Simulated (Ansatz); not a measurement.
# InH₂+ (singlet): from Hartree-Fock to the top rungs at distance In1–H2 = 2.702 Å, def2-TZVPP

An exercise on one series of results from a longer session: the logs are not shown, and one member is left open.

Method: def2-TZVPP, core rule «outside noble gas», up to 9 orbitals frozen; program: Ansatz 0.2.0, Gaussian basis.

Plan: UHF; CCSD(T) on RHF; CCSD(T) on UHF; BCCD(T) on RHF; CCSDT(Q) on RHF; CCSDT(Q) on UHF; CASSCF and NEVPT2, 2 electrons in 2 orbitals; Full CI.

31 further runs of the same task are left out: 12 for a known fault of the program, 1 for a mislabelled method, 14 that didn't finish, 4 set aside as unsound or not needed.

## The system

The geometry derives from a PBE0/def2-TZVP stationary point (not a proven minimum). One bond is set to the value named and the two fragments are kept rigid. No spin-orbit coupling is included. Elements past krypton take def2 core potentials.

3 atoms, charge 1, spin multiplicity 1.

Atoms are counted from 1 here; the program's logs count them from 0.

Bond lengths: In1–H3 1.665 Å.

Geometry (Å):

```xyz
3
H2In
In    0.0000    0.0000    0.3455
H     0.0000    0.0000   -2.3565
H     0.0000    0.0000    2.0109
```

The first run:

in.yaml reads:

```yaml
crystal:
  periodic: [false, false, false]
  atoms:
    - {symbol: In, position_ang: [0.000000, 0.000000, 0.345533]}
    - {symbol: H, position_ang: [0.000000, 0.000000, -2.356467]}
    - {symbol: H, position_ang: [0.000000, 0.000000, 2.010933]}
basis:
  gaussian: {orbitals: def2-TZVPP}
total_charge: 1
magnetization: {spin_polarized: true, initial_magnetization: 0}
hamiltonian: {xc: hf}
output: {orbitals: {seedname: orbitals}}
```

On the command line:

```bash
$ ansatz run in.yaml --threads 1 --pin off --events-out ev --progress --plain --max-ram 2393MiB
```

Among the steps run: UHF; CCSD(T) on RHF; CCSD(T) on UHF; BCCD(T) on RHF; CCSDT(Q) on RHF; CCSDT(Q) on UHF; CASSCF and NEVPT2, 2 electrons in 2 orbitals; Full CI.

One table of the session follows, with a row left open; its other results are not shown here.

It belongs to the step «Misses and costs». 

| method | from FCI (meV) |
| --- | --- |
| RHF | +2700.4 |
| UHF | +1759.6 |
| RMP2 | +919.1 |
| UMP2 | +819.5 |
| RCCSD | +86.6 |
| UCCSD | +163.0 |
| RCCSD(T) | +19.2 |
| UCCSD(T) | +90.6 |
| BCCD(T) | +16.3 |
| RCCSDT | +1.2 |
| UCCSDT | +26.3 |
| RCCSDT(Q) | +0.3 |
| UCCSDT(Q) | +21.4 |
| CASSCF pair | ? |
| NEVPT2 pair | +355.6 |
| FCI | 0 |

Estimate the missing values for CASSCF pair.

As computed: from FCI (meV): +1336.1. In the column «from FCI (meV)» it lies between RMP2 (+919.1) and UHF (+1759.6).

To keep in mind: The determinant is far from a pure spin state, so its energy mixes those of several spin states (harmless only where they are near-degenerate, as at dissociation). Restricted and unrestricted rows rest on different reference determinants; where their highest levels disagree by more than a few hundredths of an eV, they describe different states and don't form one ladder.
